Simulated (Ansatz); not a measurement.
# C3H8BFO2: one species, many methods

An exercise on one series of results from a longer session: the logs are not shown, and one member is left open.

Program: Ansatz 0.2.0, Gaussian basis. Level of theory: functionals in def2-TZVPP, the program's frozen cores in correlated methods. These are calculated values, not measurements.

Levels to be run: PBE-D4, r2SCAN-D4, PBE0-D4, B3LYP-D4, ωB97X-V, ωB97M-V, B2PLYP; CCSD(T)/def2-TZVPP; MP2/def2-QZVPP; extrapolation to the limit.

### Structure used throughout

All runs share one geometry, relaxed beforehand with PBE0-D4 in a triple-zeta def2 set.

SMILES `CC(C)OB(O)F`, 15 atoms, charge 0, spin multiplicity 1.

Atoms are counted from 1 here; the program's logs count them from 0.

Bond lengths: C1–C2 1.514 Å, C1–H8 1.092 Å, C1–H9 1.092 Å, C1–H10 1.093 Å, C2–C3 1.511 Å, C2–O4 1.431 Å, C2–H11 1.095 Å, C3–H12 1.091 Å, C3–H13 1.093 Å, C3–H14 1.092 Å, O4–B5 1.344 Å, B5–O6 1.362 Å, B5–F7 1.337 Å, O6–H15 0.960 Å. Angles: C2–C1–H8 110.8°, C2–C1–H9 110.4°, C2–C1–H10 110.2°, H8–C1–H9 108.1°, H8–C1–H10 108.7°, H9–C1–H10 108.5°, C1–C2–C3 112.8°, C1–C2–O4 109.4°, C1–C2–H11 109.2°, C3–C2–O4 107.3°, C3–C2–H11 109.6°, O4–C2–H11 108.5°, C2–C3–H12 110.7°, C2–C3–H13 110.3°, C2–C3–H14 110.4°, H12–C3–H13 108.3°, H12–C3–H14 108.5°, H13–C3–H14 108.5° and more.

Set-up of the first run:

The input, in.yaml:

```yaml
crystal:
  periodic: [false, false, false]
  atoms:
    - {symbol: C, position_ang: [-0.847377, 1.272248, 0.091711]}
    - {symbol: C, position_ang: [0.338213, 0.336657, -0.008661]}
    - {symbol: C, position_ang: [1.427200, 0.867488, -0.911892]}
    - {symbol: O, position_ang: [-0.089693, -0.917128, -0.550404]}
    - {symbol: B, position_ang: [-0.574792, -1.895925, 0.232118]}
    - {symbol: O, position_ang: [-0.675262, -1.771883, 1.585151]}
    - {symbol: F, position_ang: [-0.964322, -3.030092, -0.360157]}
    - {symbol: H, position_ang: [-1.610465, 0.860589, 0.754964]}
    - {symbol: H, position_ang: [-0.536049, 2.240190, 0.490901]}
    - {symbol: H, position_ang: [-1.288627, 1.430795, -0.895328]}
    - {symbol: H, position_ang: [0.744736, 0.161415, 0.993319]}
    - {symbol: H, position_ang: [2.257377, 0.161771, -0.971924]}
    - {symbol: H, position_ang: [1.038723, 1.027704, -1.920370]}
    - {symbol: H, position_ang: [1.807125, 1.817880, -0.531171]}
    - {symbol: H, position_ang: [-1.026788, -2.561699, 2.001732]}
basis:
  gaussian: {orbitals: def2-TZVPP}
hamiltonian: {xc: pbe, dispersion: d4}
output: {forces: true, orbitals: {seedname: orbitals}}
```

Command:

```console
$ ansatz run in.yaml --threads 2 --pin off --events-out ev --progress --plain --max-ram 22528MiB --backend cuda --devices 0, --max-vram 18GiB
```

Among the steps run: PBE-D4 (GGA); r2SCAN-D4 (meta-GGA); PBE0-D4 (hybrid); B3LYP-D4 (hybrid); ωB97X-V (range-separated); ωB97M-V (range-separated); B2PLYP (double hybrid); CCSD(T) in def2-TZVPP; MP2 in def2-QZVPP.

One of the session's tables, all rows but one given; the rest of the session is left out.

```
            method  atomisation energy (kJ/mol)
            PBE-D4                       6509.9
         r2SCAN-D4                       6401.1
           PBE0-D4                       6391.2
          B3LYP-D4                       6367.1
           ωB97X-V                       6374.9
           ωB97M-V                       6395.8
            B2PLYP                       6320.2
     HF/def2-TZVPP                       4759.1
    MP2/def2-TZVPP                       6371.1
   CCSD/def2-TZVPP                       6141.1
CCSD(T)/def2-TZVPP                       6227.8
           MP2/CBS                       6517.1
       CCSD(T)/CBS                            ?
```

Q: Estimate the row for CCSD(T)/CBS from the others.

As computed: atomisation energy (kJ/mol): 6373.8. In the column «atomisation energy (kJ/mol)» it lies between MP2/def2-TZVPP (6371.1) and ωB97X-V (6374.9).

To keep in mind: Free atoms (3 C, 2 O, 1 B, 1 F, 8 H) were run apart at each level; the atomisation energy is their sum less the molecule, without zero-point or spin-orbit terms.
